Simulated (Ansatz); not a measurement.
# C2H4GaN: the cost of one run

All numbers below are computed with Ansatz 0.2.0 (RKS PBE-D4/def2-SVP).

**1. The starting structure**

Bond lengths: C1–N2 1.266 Å, N2–Ga3 1.976 Å, C1–C4 1.506 Å, Ga3–C4 2.100 Å, C1–H5 1.087 Å, Ga3–H6 1.626 Å, C4–H7 1.095 Å, C4–H8 1.095 Å. Angles: C1–N2–Ga3 88.9°, N2–C1–C4 120.3°, N2–C1–H5 119.7°, C4–C1–H5 119.9°, N2–Ga3–C4 72.4°, N2–Ga3–H6 142.3°, C4–Ga3–H6 145.4°, C1–C4–Ga3 78.4°, C1–C4–H7 111.9°, C1–C4–H8 112.1°, Ga3–C4–H7 121.2°, Ga3–C4–H8 121.6°, H7–C4–H8 107.7°.

Structure file:

```xyz
8

C    -0.0742    0.3917   -0.9765
N     0.8184    1.2151   -0.6180
Ga    0.8304    0.3652    1.1660
C    -0.5822   -0.6476   -0.0117
H    -0.4748    0.4364   -1.9861
H     1.5364    0.4541    2.6282
H    -0.3960   -1.6653   -0.3717
H    -1.6579   -0.5497    0.1699
```

**2. End point A**

Contents of input.yaml:

```yaml
crystal:
  periodic: [false, false, false]
  atoms:
    - { symbol: C, position_ang: [-0.07417, 0.39174, -0.97653] }
    - { symbol: "N", position_ang: [0.81842, 1.21512, -0.61798] }
    - { symbol: Ga, position_ang: [0.83035, 0.36517, 1.16602] }
    - { symbol: C, position_ang: [-0.58224, -0.64757, -0.01168] }
    - { symbol: H, position_ang: [-0.47479, 0.43636, -1.98611] }
    - { symbol: H, position_ang: [1.53638, 0.45414, 2.62815] }
    - { symbol: H, position_ang: [-0.396, -1.66529, -0.37174] }
    - { symbol: H, position_ang: [-1.65794, -0.54968, 0.16988] }
basis:
  gaussian: { orbitals: def2-SVP }
hamiltonian:
  xc: pbe
  dispersion: d4
relax:
  f_tol: 0.02
  max_steps: 50
```

Started as:

```sh
$ ansatz run input.yaml --threads 2 --pin off --max-ram 3072MiB --backend cpu --events-out ev --progress --plain --runs-dir out
```

What time and memory should one allow on 2 threads of Arm Neoverse V1, shared host?

About 11 s, with a peak of 0.13 GiB.
